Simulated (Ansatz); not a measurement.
# CH6B2O: ladder of methods at one geometry from a Python script

The task is a ladder of methods at one geometry, for CH6B2O. SMILES: BCBO.

Computed with Ansatz 0.2.0, driven from Python. The levels of theory stand in the script.

## (1) The system

Bond lengths: B1–C2 1.525 Å, C2–B3 1.559 Å, B3–O4 1.531 Å, B1–H5 1.239 Å, B1–H6 1.207 Å, C2–H7 1.108 Å, C2–H8 1.073 Å, B3–H9 1.230 Å, O4–H10 0.938 Å. Angles: B1–C2–B3 108.9°, B1–C2–H7 111.1°, B1–C2–H8 110.4°, B3–C2–H7 107.8°, B3–C2–H8 108.2°, H7–C2–H8 110.2°, C2–B1–H5 120.8°, C2–B1–H6 124.5°, H5–B1–H6 114.6°, C2–B3–O4 123.5°, C2–B3–H9 121.6°, O4–B3–H9 114.9°, B3–O4–H10 102.8°.

ch6b2o.xyz, read by the script:

```xyz
10

B    -1.33720    0.65330   -0.05170
C    -0.45690   -0.58510   -0.17890
B     0.92480   -0.29400    0.48180
O     1.91770    0.73940   -0.05660
H    -1.78890    1.21780   -1.05790
H    -1.69840    1.13000    0.99640
H    -0.27720   -0.83950   -1.24270
H    -0.90410   -1.41700    0.33110
H     1.30370   -0.90710    1.47810
H     2.39950    0.25100   -0.69660
```

## (2) Script

Input file run_methods.py:

```python
'''CH6B2O at several levels of theory.'''

import ansatz

config = {
    'basis': 'cc-pVDZ',
}

geometry = ansatz.Crystal.molecule_from_extxyz('ch6b2o.xyz')

setup = geometry.calculation().basis(gaussian=config['basis'])

methods = ['mp2', 'ccsd', 'ccsd_t']
reports = [setup.correlation(m).run(threads=1).report for m in methods]
print(f'Hartree-Fock reference {reports[0]["reference_energy_ev"] / 27.211386246:.6f} Ha')
best = reports[-1]['free_energy_ev'] - reports[-1]['reference_energy_ev']
for method, each in zip(methods, reports):
    gained = each['free_energy_ev'] - each['reference_energy_ev']
    print(f'{method:8s} total {each["free_energy_ev"] / 27.211386246:.6f} Ha  correlation {gained:9.4f} eV  ({100 * gained / best:.1f} % of the last)')
```

## (3) The input behind the calls

The engine receives this input (first run):

```yaml
crystal:
  periodic: [false, false, false]
  atoms:
    - { symbol: B, position_ang: [-1.3372, 0.6533, -0.0517] }
    - { symbol: C, position_ang: [-0.4569, -0.5851, -0.1789] }
    - { symbol: B, position_ang: [0.9248, -0.294, 0.4818] }
    - { symbol: O, position_ang: [1.9177, 0.7394, -0.0566] }
    - { symbol: H, position_ang: [-1.7889, 1.2178, -1.0579] }
    - { symbol: H, position_ang: [-1.6984, 1.13, 0.9964] }
    - { symbol: H, position_ang: [-0.2772, -0.8395, -1.2427] }
    - { symbol: H, position_ang: [-0.9041, -1.417, 0.3311] }
    - { symbol: H, position_ang: [1.3037, -0.9071, 1.4781] }
    - { symbol: H, position_ang: [2.3995, 0.251, -0.6966] }
basis:
  gaussian:
    orbitals: cc-pVDZ
correlation:
  method: mp2
```

## (4) Running it

Command:

```sh
python run_methods.py
```

Standard output:

```text
Hartree-Fock reference -165.600828 Ha
mp2      total -166.097356 Ha  correlation  -13.5112 eV  (89.1 % of the last)
ccsd     total -166.143867 Ha  correlation  -14.7769 eV  (97.4 % of the last)
ccsd_t   total -166.158105 Ha  correlation  -15.1643 eV  (100.0 % of the last)
```

Wall time 11 s (1 thread of Arm Neoverse V1, shared host); peak memory 0.34 GiB.

## (5) Inputs of later runs

The engine's inputs for the other runs:

Run 2, against run 1:

```diff
@@ -18 +18 @@
-  method: mp2
+  method: ccsd
```

Run 3, against run 1:

```diff
@@ -18 +18 @@
-  method: mp2
+  method: ccsd_t
```

Lines on the test bed's own set-up are left out of the output.

## (6) Run by run

The 3 runs, in the order started:

```tsv
run	method	energy (eV)	iterations in all	CPU time (s)
1	mp2	-4519.7393	11	0.81
2	ccsd	-4521.0049	17	3.9
3	ccsd_t	-4521.3924	17	6.1
```

Correlation energies (total less mean field):

```tsv
method	correlation (eV)	share of the last	miss against the last (eV)	CPU time (s)
mp2	-13.511	89.1 %	+1.653	0.81
ccsd	-14.777	97.4 %	+0.387	3.9
ccsd_t	-15.164	100.0 %	+0.000	6.1
```

## (7) Results

| quantity | value |
| --- | --- |
| runs compared | 3 |
| correlation energy, last run | -15.164 eV |

What this shows: mp2 catches 89 % of the correlation energy of ccsd_t. In CPU time, run 3 (ccsd_t) cost about 7.5 times as much as run 1 (mp2). Notes:
- The geometry is a force-field or estimated start, not a minimum of this method, and the basis set is short of its limit. A lower total doesn't mark the better method: functionals have no common bound, and MP2 and coupled cluster aren't variational.
- Inner cores stay frozen, so this is valence correlation.
